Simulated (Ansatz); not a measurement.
Working through a saddle search for pyramidal inversion of CuH3OS, SMILES [OH2+][Cu-][SH]

With Ansatz 0.2.0 through its Python package.

`cuh3os.xyz`
```text
6

O     0.34500    0.51810   -1.28100
Cu    0.32460   -1.06450   -0.35440
S     0.07550   -1.19930    1.70980
H    -0.60320    0.44780   -1.16870
H     0.55160    1.23480   -0.63550
H    -0.65140   -0.00090    1.68360
```

At the Python prompt:
```pycon
>>> import itertools
>>> import ansatz as az
>>> from ase.data import atomic_numbers, covalent_radii
>>> import numpy as np
>>> cuh3os = az.Crystal.molecule_from_extxyz("cuh3os.xyz")
>>> job = cuh3os.calculation()
>>> job = job.basis(gaussian="def2-SVP")
>>> job = job.functional("pbe0")
>>> job = job.scf(lower_state_search="standard")
>>> symbols = [site.symbol for site in cuh3os.cartesian_sites]
>>> start = np.array([site.position_ang for site in cuh3os.cartesian_sites], dtype=float)
>>> report = job.relax(force_tolerance=0.005, max_steps=100).run(threads=1).report
>>> end = np.array(report["positions_ang"])
>>> # start with the apex atom pushed most of the way into the plane of its neighbours
>>> a, b, d = end[[1, 3, 4]]
>>> normal = np.cross(b - a, d - a)
>>> normal /= np.linalg.norm(normal)
>>> flat = end.copy()
>>> flat[0] -= 0.8 * ((end[0] - a) @ normal) * normal
>>> guess = np.zeros_like(flat)
>>> guess[0] = normal
>>> near = az.Crystal.molecule()
>>> for symbol, place in zip(symbols, flat):
...     near = near.atom(symbol, place.tolist())
...
>>> search = (
...     near.calculation()
...     .basis(gaussian="def2-SVP")
...     .functional("pbe0")
...     .scf(lower_state_search="standard")
...     .saddle(mode_guess=guess.tolist(), force_tolerance=0.01, max_steps=40)
... )
>>> steps = []
>>> top = search.session().plan().execute(on_event=lambda e: steps.append(e["data"]) if e["event"] == "saddle_step" else None).report
>>> for s in steps:
...     print(f"step {s['step']:2d}  E = {s['lagrangian_ev']:.5f} eV  force {s['allowed_force_max_ev_ang']:.4f} eV/A  curvature {s['curvature_ev_ang2']:.3f} eV/A^2")
...
step  1  E = -57549.09399 eV  force 2.8269 eV/A  curvature -11.248 eV/A^2
step  2  E = -57549.26112 eV  force 0.2060 eV/A  curvature -0.543 eV/A^2
step  3  E = -57549.26346 eV  force 0.2662 eV/A  curvature -0.379 eV/A^2
step  4  E = -57549.26514 eV  force 0.2296 eV/A  curvature -0.480 eV/A^2
step  5  E = -57549.26820 eV  force 0.2578 eV/A  curvature -0.059 eV/A^2
step  6  E = -57549.27280 eV  force 0.1098 eV/A  curvature -0.263 eV/A^2
step  7  E = -57549.27589 eV  force 0.1406 eV/A  curvature -0.916 eV/A^2
step  8  E = -57549.27597 eV  force 0.0923 eV/A  curvature -0.856 eV/A^2
step  9  E = -57549.27496 eV  force 0.0315 eV/A  curvature -0.819 eV/A^2
step 10  E = -57549.27499 eV  force 0.0883 eV/A  curvature -0.824 eV/A^2
step 11  E = -57549.27505 eV  force 0.0518 eV/A  curvature -0.769 eV/A^2
step 12  E = -57549.27503 eV  force 0.0119 eV/A  curvature -0.822 eV/A^2
step 13  E = -57549.27503 eV  force 0.0175 eV/A  curvature -0.777 eV/A^2
step 14  E = -57549.27503 eV  force 0.0038 eV/A  curvature -0.824 eV/A^2
>>> print(f"minimum {report['free_energy_ev']:.5f} eV, saddle {top['free_energy_ev']:.5f} eV")
minimum -57549.29397 eV, saddle -57549.27507 eV
>>> print(f"electronic barrier {23.060548 * (top['free_energy_ev'] - report['free_energy_ev']):.2f} kcal/mol")
electronic barrier 0.44 kcal/mol
>>> saddle = np.array(top["positions_ang"])
>>> # pairs closer than 1.2 times the sum of covalent radii, before or after
>>> radius = [covalent_radii[atomic_numbers[s]] for s in symbols]
>>> span = lambda where, i, j: np.linalg.norm(where[i] - where[j])
>>> bonded = [(i, j) for i, j in itertools.combinations(range(len(symbols)), 2) if min(span(end, i, j), span(saddle, i, j)) < 1.2 * (radius[i] + radius[j])]
>>> print("pair        before    after (A)")
pair        before    after (A)
>>> for i, j in bonded:
...     print(f"{symbols[i]}{i}-{symbols[j]}{j}".ljust(10), f"{span(end, i, j):8.4f} {span(saddle, i, j):8.4f}")
...
O0-Cu1       1.9699   1.9587
O0-H3        0.9651   0.9626
O0-H4        0.9651   0.9625
Cu1-S2       2.1273   2.1276
S2-H5        1.3542   1.3543
```

Notes:
- These settings explore the input space; basis and method may be short of convergence.
- The energies are electronic: no zero-point or thermal terms, and the basis set is short of its limit. No separate frequency run checks the order of the saddle point.
- Timing: 2.8 min on 1 thread of Intel(R) Xeon(R) Platinum 8488C (Sapphire Rapids), on a shared host, peak memory 0.25 GiB.
